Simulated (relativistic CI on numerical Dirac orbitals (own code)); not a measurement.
**Fe³⁺: 3p photoemission with charge transfer**

Wanted: the shape of the 3p photoemission spectrum of Fe³⁺ in a cubic metal-ligand cluster, for 3 values of Delta.

Method: charge-transfer multiplet model of a cubic metal-ligand cluster with up to 1 ligand holes, Slater and spin-orbit integrals from Dirac-Coulomb-Breit ions, Slater integrals scaled by 0.7. Code: relativistic CI on numerical Dirac orbitals (own code) version 3.

## Step 1: Starting point

* ion: Fe³⁺ (Fe IV)
* nuclear charge: 26
* electrons: 23
* d electrons: 5
* ligand holes at most: 1
* parameters: in eV; Veg, Vt2g hoppings, tenDq and tenDqL metal and ligand splittings (negative tenDq: tetrahedral), red the scaling of hopping with a core hole
* temperature: 300 K
* widths: Lorentz 0.9 eV, Gauss 0.8 eV

## Step 2: Delta = 3.9 eV

Settings of the run:

```ini
cluster ion=Fe3+ d5 ligand_holes=1 slater_scale=0.7
Delta=3.9 Udd=5.9 Upd=6.6 tenDq=0.8 tenDqL=1.2 Veg=2 Vt2g=-1.01 red=0.9
spectrum xps 3p T=300 lorentz=0.9 gauss=0.8
```

On the command line:

```sh
$ python run_levels.py task.json out
```

task.json lists these runs, among others, and the program works through them in turn.

## Step 3: Delta = 0.9 eV

Settings of the run:

```ini
cluster ion=Fe3+ d5 ligand_holes=1 slater_scale=0.7
Delta=0.9 Udd=5.9 Upd=6.6 tenDq=0.8 tenDqL=1.2 Veg=2 Vt2g=-1.01 red=0.9
spectrum xps 3p T=300 lorentz=0.9 gauss=0.8
```

## Step 4: Delta = 2.9 eV

Settings of the run:

```ini
cluster ion=Fe3+ d5 ligand_holes=1 slater_scale=0.7
Delta=2.9 Udd=5.9 Upd=6.6 tenDq=0.8 tenDqL=1.2 Veg=2 Vt2g=-1.01 red=0.9
spectrum xps 3p T=300 lorentz=0.9 gauss=0.8
```

(Steps that only read results are left out.)

Q: Predict the outcome of this session. Wanted: d count; ground spin.

**Answer**, as computed:

| run | d count | weight without ligand hole | ground S | up to four highest peaks (% of the highest), eV from the first main peak |
| --- | --- | --- | --- | --- |
| Delta = 3.9 eV | 5.17 | 0.83 | 2.50 | 0.0 (100), 5.2 (25), 18.0 (31), 23.7 (16) |
| Delta = 0.9 eV | 5.30 | 0.70 | 2.50 | 0.0 (100), 5.2 (39), 17.6 (36), 24.9 (24) |
| Delta = 2.9 eV | 5.20 | 0.80 | 2.50 | 0.0 (100), 5.2 (32), 17.9 (32), 23.9 (20) |

| quantity | value |
| --- | --- |
| d count | 5.17 to 5.30 |
| ground spin (effective S from ⟨S²⟩) | 2.50 |

What this shows: From Delta = 0.9 eV to Delta = 3.9 eV the ground-state d count goes from 5.30 to 5.17. In the first run d5 holds 83 % of the ground state. The space is cut at the given number of ligand holes while the last configuration still holds over a tenth of the ground state. The cluster parameters are drawn, not fitted to a compound.
